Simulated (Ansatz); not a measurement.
# LaBi: further runs on the relaxed cell

One table from this session's results is given with a row withheld; the runs are named, their logs left out.

Method: DFT r2SCAN, scalar-relativistic, plane waves, PAW, in Ansatz 0.2.0.

1 further run of the same task is left out (set aside as unsound or not needed).

### The structure to begin with

It takes space group P4/mmm (No. 123, tetragonal). The conventional cell has a = 4.283 Å, b = 4.283 Å, c = 3.535 Å, α = 90.00°, β = 90.00°, γ = 90.00°. La (site symmetry 4/mmm) has 8 Bi at 3.51 Å and 2 La at 3.54 Å as nearest neighbours. Around Bi (site symmetry 4/mmm) lie 8 La at 3.51 Å and 2 Bi at 3.54 Å.

Structure file:

```cif
data_structure
_symmetry_space_group_name_H-M 'P 1'
_symmetry_Int_Tables_number 1
_cell_length_a 4.2826
_cell_length_b 4.2826
_cell_length_c 3.5353
_cell_angle_alpha 90.000
_cell_angle_beta 90.000
_cell_angle_gamma 90.000
_cell_volume 64.84
loop_
_atom_site_label
_atom_site_type_symbol
_atom_site_fract_x
_atom_site_fract_y
_atom_site_fract_z
_atom_site_occupancy
La1 La 0.00000 0.00000 0.00000 1
Bi1 Bi 0.50000 0.50000 0.50000 1
```

It is the result of an earlier relaxation at this level (volume 32.42 Å³/atom; gap on the mesh: none (metal)).

Set-up of the first run:

Contents of input.yaml:

```yaml
crystal:
  lattice:
    - [4.2393135529, 0.0, 0.0]
    - [0.0, 4.2393135529, 0.0]
    - [0.0, 0.0, 3.4995496757]
  atoms:
    - { symbol: La, position: [0.0, 0.0, 0.0] }
    - { symbol: Bi, position: [0.5, 0.5, 0.5] }
basis:
  ecutwfc: 500
kpoints:
  mp_grid: { grid: [10, 10, 12] }
hamiltonian:
  xc: r2scan
scf:
  occupations: { method: gaussian, width: 0.1 }
output:
  forces: true
  stress: true
  eigenvalues: true
relax:
  adjacent_minimum: "off"
  f_tol: 0.01
  max_steps: 30
  cell: { stress_tol: 0.1, fix: [volume] }
```

The run is started by

```sh
> ansatz run input.yaml --threads 1 --pin off --max-ram 2560MiB --backend cpu --events-out ev --progress --plain --runs-dir out
```

Steps of the session up to this table: The cell scaled to 0.97 of its volume; Volume × 1.03; Point at V/V0 = 0.94; Point at V/V0 = 1.06; The cell scaled to 0.91 of its volume; The cell scaled to 1.10 of its volume; The cell scaled to 0.88 of its volume.

One of the session's tables, all rows but one given; the rest of the session is left out.

It belongs to the step «Equation of state». 

```
volume (Å³/atom)  energy above the lowest point (meV/atom)  pressure (GPa)
          28.529                                      98.1            9.06
          29.501                                         ?               ?
          30.474                                      21.8            3.80
          31.447                                       5.1            1.75
          32.419                                       0.0            0.00
          33.392                                       4.7           -1.50
          34.364                                      17.8           -2.78
          35.661                                      46.3           -4.21
```

**Question.** Estimate the row for volume (Å³/atom) = 29.501.

Worked estimate for «energy above the lowest point (meV/atom)». A straight line through the neighbours (28.529, 98.1) and (30.474, 21.8) gives 98.1 + (21.8 − 98.1) × (29.501 − 28.529) / (30.474 − 28.529) = 60.0; a parabola fitted to 3 rows on both sides gives 52.8.

As computed: energy above the lowest point (meV/atom): 52.0; pressure (GPa): 6.22. In «energy above the lowest point (meV/atom)» the line misses by +8.0 and the parabola by +0.8.
